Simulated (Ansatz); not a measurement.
# C₂H₃F₃SeZn: a ladder of functionals and wavefunction methods

How much do the methods differ for C₂H₃F₃SeZn? The plan is to run it at one geometry with functionals of several rungs and with coupled cluster, and see how far each lands from CCSD(T) at the basis-set limit for the atomisation energy.

Computed with Ansatz 0.2.0, Gaussian basis. Level: functionals in def2-TZVPP, the program's frozen cores in correlated methods.

The runs, in order: LDA (SPW92), PBE-D4, revPBE-D4, BLYP-D4, r2SCAN-D4, B97M-V, PBE0-D4, B3LYP-D4, r2SCANh-D4, r2SCAN0-D4, HSE06-D4, BHLYP-D4, CAM-B3LYP-D4, LC-ωPBE, ωB97X-V, ωB97M-V, B2PLYP, PBE-QIDH; CCSD(T)/def2-SVP; CCSD(T)/def2-TZVPP; MP2/def2-QZVPP; extrapolation to the limit; RPA on PBE.

## Step 1: The geometry

The geometry comes from an earlier relaxation with PBE0-D4 in a triple-zeta def2 set; it is a stationary point, not always the lowest conformer.

10 atoms, charge 0, spin multiplicity 1.

Atoms are counted from 1 here; the program's logs count them from 0.

Bond lengths: C1–Zn2 1.934 Å, C1–H8 1.091 Å, C1–H9 1.092 Å, C1–H10 1.092 Å, Zn2–Se3 2.322 Å, Se3–C4 1.958 Å, C4–F5 1.332 Å, C4–F6 1.330 Å, C4–F7 1.352 Å. Angles: Zn2–C1–H8 110.5°, Zn2–C1–H9 110.6°, Zn2–C1–H10 109.9°, H8–C1–H9 108.7°, H8–C1–H10 108.6°, H9–C1–H10 108.6°, C1–Zn2–Se3 178.2°, Zn2–Se3–C4 92.4°, Se3–C4–F5 112.2°, Se3–C4–F6 111.3°, Se3–C4–F7 112.1°, F5–C4–F6 107.3°, F5–C4–F7 106.6°, F6–C4–F7 107.1°.

## Step 2: LDA

This LDA is Slater exchange with PW92 correlation.

Contents of in.yaml:

```yaml
crystal:
  periodic: [false, false, false]
  atoms:
    - {symbol: C, position_ang: [0.979841, -2.236225, -0.087742]}
    - {symbol: Zn, position_ang: [0.734531, -0.361919, -0.495276]}
    - {symbol: Se, position_ang: [0.498524, 1.886116, -1.027387]}
    - {symbol: C, position_ang: [-1.033317, 2.094504, 0.174076]}
    - {symbol: F, position_ang: [-2.184903, 2.183108, -0.489569]}
    - {symbol: F, position_ang: [-0.918204, 3.192146, 0.916053]}
    - {symbol: F, position_ang: [-1.156711, 1.051382, 1.025307]}
    - {symbol: H, position_ang: [0.396783, -2.855064, -0.772130]}
    - {symbol: H, position_ang: [2.031950, -2.513334, -0.176503]}
    - {symbol: H, position_ang: [0.651505, -2.440712, 0.933161]}
basis:
  gaussian: {orbitals: def2-TZVPP}
hamiltonian: {xc: lda}
output: {orbitals: {seedname: orbitals}}
```

Command:

```sh
$ ansatz run in.yaml --threads 2 --pin off --events-out ev --progress --plain --max-ram 32768MiB --backend cpu
```

Further steps of the session: PBE-D4 (GGA); revPBE-D4 (GGA); BLYP-D4 (GGA); r2SCAN-D4 (meta-GGA); B97M-V (meta-GGA); B3LYP-D4 (hybrid); r2SCANh-D4 (hybrid); r2SCAN0-D4 (hybrid); HSE06-D4 (hybrid); BHLYP-D4 (hybrid); CAM-B3LYP-D4 (range-separated); LC-ωPBE (range-separated); ωB97X-V (range-separated); ωB97M-V (range-separated); B2PLYP (double hybrid); PBE-QIDH (double hybrid); CCSD(T) in def2-SVP; CCSD(T) in def2-TZVPP; MP2 in def2-QZVPP; RPA on PBE orbitals.

Q: Predict the results of all the runs planned. Wanted: atomisation energy, CCSD(T)/CBS; farthest beyond LDA; mean size of error, GGA; mean size of error, meta-GGA; mean size of error, hybrid; mean size of error, range-separated; mean size of error, double hybrid; gap, smallest and largest; T1 diagnostic.

**Answer**, as computed:

| quantity | value |
| --- | --- |
| atomisation energy, CCSD(T)/CBS | 3420.1 kJ/mol |
| functionals within 34.2 kJ/mol (1.0 %) | revPBE-D4, BLYP-D4, B97M-V, PBE0-D4, r2SCANh-D4, HSE06-D4, CAM-B3LYP-D4, LC-ωPBE, ωB97X-V, ωB97M-V, PBE-QIDH |
| farthest beyond LDA | BHLYP-D4 (-193.3 kJ/mol) |
| mean size of error, GGA | 51.0 kJ/mol |
| mean size of error, meta-GGA | 29.7 kJ/mol |
| mean size of error, hybrid | 56.5 kJ/mol |
| mean size of error, range-separated | 15.9 kJ/mol |
| mean size of error, double hybrid | 35.4 kJ/mol |
| gap, smallest and largest | 4.19 eV (BLYP-D4), 10.98 eV (LC-ωPBE) |
| T1 diagnostic | 0.0126 |
| triples share of the correlation energy | 3.3 % |

**Reading.** LDA overbinds by 695.8 kJ/mol (20 %). PBE-D4 is off by +131.8 kJ/mol. Double hybrids carry the basis error of their MP2 part in triple zeta, and no dispersion term here, so their miss is partly the set-up's. The rungs range-separated, meta-GGA miss on average by less than the doubt on the reference (34.2 kJ/mol), so they tie. Misses under about 34.2 kJ/mol are within the doubt on the reference itself, which lacks core-valence correlation, relativity and higher excitations, and its outer-core shells are covered unevenly. All levels share the lack of spin-orbit coupling, which lowers the free heavy atoms and so the true binding. Hartree-Fock recovers 68 % of the binding; the rest is correlation. CCSD(T) in def2-SVP is off by -203.2 kJ/mol, which most functionals beat. The gap grows from 4.2 to 11.0 eV across the functionals, mostly with the share of exact exchange. For Zn the d shell is correlated and the shells below it are frozen. Correlated methods include outer-core shells of Se, which these sets cover unevenly.
